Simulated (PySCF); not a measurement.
# Cl3SeV (VSeCl3): the cost of one run

The runs use PySCF 2.14.0, with density-fitted response routines of our own; the level of theory stands in each step. All values are computed, except where a source is named. Atoms count from 0, in the outputs and in this text.

## 1. Starting geometry

5 atoms, charge 0, multiplicity 1; geometry from: GFN2-xTB. The atoms were then displaced at random by about 0.03 Å, so the start is not that level's minimum.

Bonds of the start (Å): V0–Se1 2.13, V0–Cl2 1.91, V0–Cl3 2.07, V0–Cl4 2.01.

## 2. Geometry optimisation at PBE0-D3(BJ)/def2-SVP

The job: settings as JSON, then the geometry in Å.

```
{"job": {"xc": "PBE0", "basis": "def2-SVP", "d3": "d3bj", "grid": 1, "maxiter": 40, "shake": 0.03, "kind": "geom"}, "charge": 0, "multiplicity": 1}
V      0.060940    -0.076280    -0.042810
Se    -0.006200    -0.029220     2.083870
Cl     1.849080     0.002730    -0.714180
Cl    -0.864320     1.666380    -0.671590
Cl    -0.964640    -1.674090    -0.717410
```

Launch:

```bash
$ OMP_NUM_THREADS=1 python probes_run.py task.json out
```

One launch serves the whole session: the jobs run in the order shown.

Q: Estimate the wall time and peak memory of this first job on 1 thread of AMD EPYC, shared host.

About 3.7 min, with a peak of 0.49 GiB.
